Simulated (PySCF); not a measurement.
**C7H8: runs on many settings**

Which settings matter for C7H8 (`C#C/C=C(/C)C=C`)?

Computed with PySCF 2.14.0, with density-fitted response routines of our own, on a single molecule in the gas phase. Atoms count from 0, in the outputs and in this text.

### Step 1. The molecule as given

15 atoms, charge 0, multiplicity 1; geometry from: GFN2-xTB.

Bonds of the start (Å): C0–C1 1.20, C1–C2 1.41, C2–C3 1.35, C3–C4 1.50, C3–C5 1.45, C5–C6 1.33, C0–H7 1.05, C2–H8 1.08, C4–H9 1.09, C4–H10 1.09, C4–H11 1.09, C5–H12 1.08, C6–H13 1.08, C6–H14 1.08.

### Step 2. Nuclear shieldings: PBE0/pcSseg-1

The job: settings as JSON, then the geometry in Å.

```
{"job": {"kind": "nmr", "xc": "PBE0", "basis": "pcSseg-1"}, "charge": 0, "multiplicity": 1}
C      2.970678    -1.169888     1.060075
C      1.783800    -1.192723     0.867390
C      0.396210    -1.265751     0.657808
C     -0.361234    -0.263741     0.170234
C     -1.836004    -0.448127    -0.014601
C      0.234545     1.010579    -0.185587
C     -0.419977     2.059744    -0.675305
H      4.006185    -1.141713     1.225177
H     -0.056030    -2.214704     0.921357
H     -2.105900    -0.305715    -1.060464
H     -2.384865     0.283541     0.577155
H     -2.145542    -1.444391     0.291915
H      1.303524     1.074178    -0.025687
H     -1.481226     2.051344    -0.855730
H      0.091422     2.975358    -0.918097
```

Method: GIAO PBE0/pcSseg-1 NMR shielding, non-relativistic, gas phase.

Started as:

```
OMP_NUM_THREADS=1 python probes_run.py task.json out
```

The driver reads the jobs from task.json and runs them one after another.

Standard output:

```text
coarse grid: 12568 points
cycle   1  E = -270.9938238156  dE =  9.340e-01  |g| = 4.093e-01  |ddm| = 3.756e+00
cycle   2  E = -271.0057151477  dE = -1.189e-02  |g| = 3.594e-01  |ddm| = 9.080e-01
cycle   3  E = -271.0396748701  dE = -3.396e-02  |g| = 3.447e-02  |ddm| = 3.772e-01
cycle   4  E = -271.0398021096  dE = -1.272e-04  |g| = 2.500e-02  |ddm| = 5.762e-02
cycle   5  E = -271.0399504408  dE = -1.483e-04  |g| = 1.005e-02  |ddm| = 3.286e-02
cycle   6  E = -271.0399742379  dE = -2.380e-05  |g| = 2.642e-03  |ddm| = 8.950e-03
cycle   7  E = -271.0399757485  dE = -1.511e-06  |g| = 9.430e-04  |ddm| = 2.304e-03
final grid: 121432 points
cycle   8  E = -271.0847224110  dE = -4.449e-05  |g| = 7.070e-03  |ddm| = 5.972e-02
cycle   9  E = -271.0847233596  dE = -9.486e-07  |g| = 6.929e-03  |ddm| = 1.376e-02
cycle  10  E = -271.0847356231  dE = -1.226e-05  |g| = 1.160e-03  |ddm| = 6.693e-03
cycle  11  E = -271.0847359467  dE = -3.236e-07  |g| = 2.769e-04  |ddm| = 1.092e-03
cycle  12  E = -271.0847359617  dE = -1.498e-08  |g| = 1.262e-04  |ddm| = 2.660e-04
cycle  13  E = -271.0847359651  dE = -3.414e-09  |g| = 5.056e-05  |ddm| = 1.282e-04
cycle  14  E = -271.0847359657  dE = -6.304e-10  |g| = 1.165e-05  |ddm| = 4.824e-05
converged SCF energy = -271.0847359657

GIAO shielding tensors (ppm)
atom      isotropic    diamagn.    paramagn.     s11        s22        s33       span
  0 C       92.178     259.722    -167.544     33.515     51.372    191.647    158.132
  1 C      101.585     252.308    -150.722     -0.329      6.279    298.805    299.134
  2 C       71.099     256.826    -185.727    -15.939     90.007    139.229    155.169
  3 C       30.142     261.096    -230.955    -91.082     18.487    163.019    254.101
  4 C      165.612     247.097     -81.485    154.746    157.036    185.054     30.308
  5 C       43.214     253.325    -210.111    -72.876     42.827    159.692    232.568
  6 C       63.698     255.380    -191.682    -43.009     63.771    170.331    213.340
  7 H       28.632      34.399      -5.766     24.853     25.348     35.696     10.843
  8 H       26.041      30.502      -4.461     22.099     26.215     29.809      7.710
  9 H       29.642      29.749      -0.107     25.897     27.826     35.202      9.305
 10 H       29.646      29.430       0.216     25.900     27.835     35.204      9.304
 11 H       29.917      29.652       0.265     25.893     29.386     34.471      8.578
 12 H       24.093      32.617      -8.524     21.172     21.393     29.714      8.542
 13 H       26.132      32.120      -5.988     23.289     24.711     30.395      7.106
 14 H       26.077      29.393      -3.316     24.207     24.854     29.170      4.962
```

Run time: 19 s. Hardware: 1 thread of Arm Neoverse V2, shared host; peak memory 0.73 GiB.

Shifts follow as δ = σ(reference) − σ, with reference shieldings (ppm) from runs at the same level and on the same kind of geometry: ¹H TMS 31.72, ¹³C TMS 186.9. The references are single molecules in the gas phase. Atoms listed in one row are averaged.

```
       atoms                           environment  σ (ppm)  δ (ppm)  δ scaled to CDCl3
          C3       fully substituted alkene carbon     30.1    156.8              151.1
          C5                             alkene CH     43.2    143.7              138.3
          C6                  terminal =CH2 carbon     63.7    123.2              118.4
          C2                             alkene CH     71.1    115.8              111.1
          C0                terminal alkyne carbon     92.2     94.7               90.6
          C1                         alkyne carbon    101.6     85.3               81.4
          C4                 allylic methyl carbon    165.6     21.3               18.9
         H12              hydrogen on an alkene CH    24.09     7.62               7.29
          H8              hydrogen on an alkene CH    26.04     5.68               5.46
         H14    hydrogen on a terminal =CH2 carbon    26.08     5.64               5.42
         H13    hydrogen on a terminal =CH2 carbon    26.13     5.59               5.37
          H7  hydrogen on a terminal alkyne carbon    28.63     3.08               3.01
H9, H10, H11  hydrogen on an allylic methyl carbon    29.73     1.98               1.97
```

The scaled column applies a straight-line fit of computed shieldings to shifts measured in CDCl3 (root-mean-square error 0.16 ppm for H, 1.9 ppm for C).

Charges from the same density, by scheme (e):

```
atoms  Mulliken    IAO  Hirshfeld  ESP fit
   C0     -0.35  -0.24      -0.11    -0.48
   C1      0.29  -0.02      -0.04     0.14
   C2     -0.09  -0.18      -0.05    -0.40
   C3     -0.35   0.04       0.02     0.36
   C4     -0.14  -0.43      -0.11    -0.60
   C5     -0.14  -0.14      -0.05    -0.21
   C6     -0.11  -0.31      -0.09    -0.38
```

Mayer bond orders: C0–C1 2.36, C1–C2 1.12, C2–C3 1.72, C3–C4 1.07, C3–C5 1.15, C5–C6 1.91.

Orbitals, density, ELF and potential are computed afterwards from the orbital file.

Frontier orbitals at PBE0/pcSseg-1, with the share of their density that lies nearest to each atom:

```
orbital  energy (eV)                                             lies on
   HOMO        -6.48         C0, C2, C3 about 19 % each; C6 16 %; C1 8 %
   LUMO        -1.44  C2, C3, C6 about 18 % each; C0, C5 about 10 % each
```

ELF in a plane through or near 13 of the atoms.

Ten even steps from ' ' (0.00) to '@' (1.00):
```
                                                        
                                                        
                                ....                    
                              **@@@@**                  
                              %%@@@@%%..                
                      --**::  **@@@@**                  
        ..::......    %%@@@@--==----****--              
      --@@@@%%++++--  **@@@@--%%..::@@@@@@::            
      ##@@@@@@**####::  ****==--++**@@@@%%..            
      --@@@@**@@####**::..**@@##    ..::                
        ::++****##%%**##**++++++==::..                  
          --**####++%%::::%%==@@::==++::                
          ..--==--::++##**--::**--..==::                
                    @@@@@@--::@@@@%%::                  
                    @@@@@@::--@@@@@@::                  
                    ##@@**  ::@@@@@@..                  
                              ::==..                    
                                                        
                                                        
                                                        
```
The map spans 13.7 Å across and 10.8 Å up, centred on the molecule. Atoms in the plane (x, y in Å): C0 (-3.3, 0.3), C1 (-2.2, -0.3), C2 (-1.0, -1.0), C3 (0.2, -0.4), C4 (1.4, -1.2), C5 (0.3, 1.0), C6 (1.5, 1.7), H7 (-4.2, 0.8), H8 (-1.1, -2.1), H11 (1.2, -2.3), H12 (-0.6, 1.6), H13 (2.4, 1.2), H14 (1.5, 2.8).

log10 of the density (e/Å³) in the same plane.

Values, 10 rows by 14 columns:
```
-4.0 -4.0 -4.0 -4.0 -4.0 -4.0 -4.0 -4.0 -4.0 -4.0 -4.0 -4.0 -4.0 -4.0
-4.0 -4.0 -4.0 -4.0 -4.0 -4.0 -4.0 -3.2 -2.4 -2.8 -4.0 -4.0 -4.0 -4.0
-4.0 -4.0 -4.0 -3.7 -3.6 -3.2 -2.3 -1.7 -0.2 -1.1 -2.8 -4.0 -4.0 -4.0
-4.0 -3.7 -2.3 -1.9 -1.9 -1.8 -0.4 -0.5  0.4 -0.3 -1.8 -3.5 -4.0 -4.0
-4.0 -2.8 -0.7  0.1 -0.2 -1.0 -0.4  1.5 -0.1 -0.1 -1.4 -3.4 -4.0 -4.0
-4.0 -3.2 -1.5 -0.2  0.4  0.3  0.0  2.0 -0.4 -1.0 -2.2 -3.8 -4.0 -4.0
-4.0 -4.0 -2.6 -1.7 -1.1 -0.2  0.1 -0.5  0.9 -0.4 -2.1 -3.8 -4.0 -4.0
-4.0 -4.0 -4.0 -3.4 -2.6 -1.1 -0.8 -1.2 -0.2 -1.5 -2.9 -4.0 -4.0 -4.0
-4.0 -4.0 -4.0 -4.0 -4.0 -2.9 -2.7 -2.6 -2.1 -2.9 -4.0 -4.0 -4.0 -4.0
-4.0 -4.0 -4.0 -4.0 -4.0 -4.0 -4.0 -4.0 -4.0 -4.0 -4.0 -4.0 -4.0 -4.0
```
The map spans 13.7 Å across and 10.8 Å up, centred on the molecule. Atoms in the plane (x, y in Å): C0 (-3.3, 0.3), C1 (-2.2, -0.3), C2 (-1.0, -1.0), C3 (0.2, -0.4), C4 (1.4, -1.2), C5 (0.3, 1.0), C6 (1.5, 1.7), H7 (-4.2, 0.8), H8 (-1.1, -2.1), H11 (1.2, -2.3), H12 (-0.6, 1.6), H13 (2.4, 1.2), H14 (1.5, 2.8).

On the surface of density 0.002 e/bohr³ the electrostatic potential runs, from the 1st to the 99th percentile, from -0.88 V near C1 to 1.30 V near H7.

### Step 3. TDDFT and polarisability: PBE0/def2-SVPD

Settings changed since step 2:

```diff
@@ -1,2 +1,2 @@
-{"job": {"kind": "nmr", "xc": "PBE0", "basis": "pcSseg-1"}, "charge": 0, "multiplicity": 1}
+{"job": {"kind": "uv", "xc": "PBE0", "basis": "def2-SVPD", "nstates": 6, "ntriplets": 2}, "charge": 0, "multiplicity": 1}
 C      2.970678    -1.169888     1.060075
```

Level: TDDFT PBE0/def2-SVPD, vertical, gas phase, core orbitals frozen in the response.

Standard output:

```text
coarse grid: 12568 points
cycle   1  E = -270.8456314572  dE =  8.685e-01  |g| = 3.883e-01  |ddm| = 1.285e+01
cycle   2  E = -270.8562667792  dE = -1.064e-02  |g| = 3.412e-01  |ddm| = 2.744e+00
cycle   3  E = -270.8884813677  dE = -3.221e-02  |g| = 3.345e-02  |ddm| = 1.099e+00
cycle   4  E = -270.8886269359  dE = -1.456e-04  |g| = 2.287e-02  |ddm| = 1.410e-01
cycle   5  E = -270.8887600819  dE = -1.331e-04  |g| = 7.448e-03  |ddm| = 6.720e-02
cycle   6  E = -270.8887738189  dE = -1.374e-05  |g| = 2.455e-03  |ddm| = 1.865e-02
cycle   7  E = -270.8887751236  dE = -1.305e-06  |g| = 8.585e-04  |ddm| = 5.915e-03
final grid: 121432 points
cycle   8  E = -270.9329331947  dE = -4.954e-05  |g| = 6.726e-03  |ddm| = 2.927e-01
cycle   9  E = -270.9329338222  dE = -6.275e-07  |g| = 6.736e-03  |ddm| = 5.715e-02
cycle  10  E = -270.9329453130  dE = -1.149e-05  |g| = 1.513e-03  |ddm| = 1.951e-02
cycle  11  E = -270.9329458750  dE = -5.620e-07  |g| = 3.373e-04  |ddm| = 3.057e-03
cycle  12  E = -270.9329458967  dE = -2.175e-08  |g| = 1.768e-04  |ddm| = 1.070e-03
cycle  13  E = -270.9329459049  dE = -8.109e-09  |g| = 4.408e-05  |ddm| = 4.170e-04
cycle  14  E = -270.9329459053  dE = -4.592e-10  |g| = 1.104e-05  |ddm| = 1.292e-04
converged SCF energy = -270.9329459053

Static polarisability (au): isotropic 91.957, principal 53.254 83.567 139.051

Singlet excitations
state   eV       nm        f      main configurations
  1   4.7310    262.1   0.52728   H->L 0.95
  2   5.0158    247.2   0.00000   H-1->L 0.97
  3   5.8748    211.0   0.00002   H->L+2 0.52, H->L+1 0.41
  4   6.0243    205.8   0.07414   H-2->L 0.78, H->L+3 0.19
  5   6.3178    196.2   0.01406   H->L+1 0.56, H->L+2 0.39
  6   6.6813    185.6   0.10308   H->L+3 0.57, H-1->L+2 0.15, H-2->L 0.09

Triplet excitations (Tamm-Dancoff, eV): 2.6767 4.3681
```

Wall time 27 s (1 thread of Arm Neoverse V2, shared host); peak memory 0.85 GiB.

Frontier orbitals and where they lie:

```
orbital     eV                       atoms
 HOMO−3  -9.75   C1 22 %, C2 22 %, C3 13 %
 HOMO−2  -8.42   C5 27 %, C6 22 %, C1 15 %
 HOMO−1  -7.98    C0 41 %, C1 39 %, C2 7 %
   HOMO  -6.49   C2 18 %, C0 18 %, C3 16 %
   LUMO  -1.47   C6 19 %, C2 18 %, C3 17 %
 LUMO+1   0.77  C4 18 %, C2 12 %, H11 10 %
 LUMO+2   1.01    C0 21 %, C1 20 %, C6 9 %
```

With each of the 6 states as a Gaussian band of 0.4 eV half-width at 1/e, the curve within the window shown has maxima at 262 nm (ε 21,000), 188 nm (ε 4,700) L/(mol cm). Beyond the last state computed it falls off for lack of states. The curve at chosen wavelengths:

```csv
nm,ε (L/mol/cm)
178,2424
183,4094
188,4729
193,4432
198,4077
202,3913
207,3530
212,2756
217,1832
222,1175
227,1145
232,2077
237,4283
241,7032
246,11386
251,15926
256,19518
261,21255
266,20829
271,18581
276,15241
280,12321
285,8887
290,6032
295,3879
300,2378
```

Leading natural transition orbitals of singlet state 1: the hole lies on C0 28 %; C1, C2, C3 about 15 % each; C6 11 %; the particle on C2, C3, C6 about 16 % each; C0, C5 about 11 % each; C1 6 %.

Ground-state properties from the same run:

```
           property  computed
  dipole moment (D)      0.89
polarisability (Å³)     13.63
 HOMO–LUMO gap (eV)      5.02
      −ε(HOMO) (eV)      6.49
```

(Part 1 of 2 ends here.)
